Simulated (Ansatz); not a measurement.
Write a Python script for Ansatz's Python interface that makes an active-space calculation of CuH. Settings (for the species named): Hartree-Fock, def2-SVP basis, multiplicity 1.

```yaml
atoms:
  - { symbol: Cu, position_ang: [0.0000, 0.0000, 0.0000] }
  - { symbol: H, position_ang: [0.0000, 0.0000, 1.4550] }
```

`cuh.py`
```python
'''Active-space calculation on CuH.'''

import ansatz as az

GEOMETRY = '''
Cu    0.00000    0.00000    0.00000
H     0.00000    0.00000    1.45500
'''

molecule = az.Crystal.molecule()
for line in GEOMETRY.strip().splitlines():
    symbol, *xyz = line.split()
    molecule = molecule.atom(symbol, [float(v) for v in xyz])

job = (
    molecule.calculation()
    .basis(gaussian='def2-SVP')
    .correlation(active_electrons=2, active_orbitals=3)
)
for method in [None, 'sc_nevpt2', 'fic_mrcisd_q']:
    rep = (job if method is None else job.correlation(method)).run(threads=1, backend='cpu').report
    space = rep['configurations']
    state = space['states'][0]
    print(method or 'casscf', f'total {rep["free_energy_ev"] / 27.211386246:.6f} Ha, active-space state {state["energy"]["hartree"]:.6f} Ha, mean field {rep["reference_energy_ev"] / 27.211386246:.6f} Ha')
    print('  determinants', state['n_determinants'], ' natural occupations', [round(n, 3) for n in space['natural_occupations']])
print('effectively unpaired electrons, sum of min(n, 2 - n):', round(sum(min(n, 2 - n) for n in space['natural_occupations']), 3))
```

```console
$ python cuh.py
casscf total -1639.256946 Ha, active-space state -1639.256946 Ha, mean field -1639.235881 Ha
  determinants 9  natural occupations [1.958, 0.038, 0.004]
sc_nevpt2 total -1639.636162 Ha, active-space state -1639.256944 Ha, mean field -1639.235881 Ha
  determinants 9  natural occupations [1.958, 0.038, 0.004]
fic_mrcisd_q total -1639.600556 Ha, active-space state -1639.256944 Ha, mean field -1639.235881 Ha
  determinants 9  natural occupations [1.958, 0.038, 0.004]
effectively unpaired electrons, sum of min(n, 2 - n): 0.085
```

Total energies depend on the basis set; only differences at equal settings carry meaning. The geometry is a force-field or estimated start, not a minimum of this method, and the basis set is short of its limit. The active space starts as a window about the frontier orbitals and is then optimised, not chosen by chemistry. Timing: 4.4 s on 1 thread of Arm Neoverse V1 (shared host), peak memory 0.14 GiB.
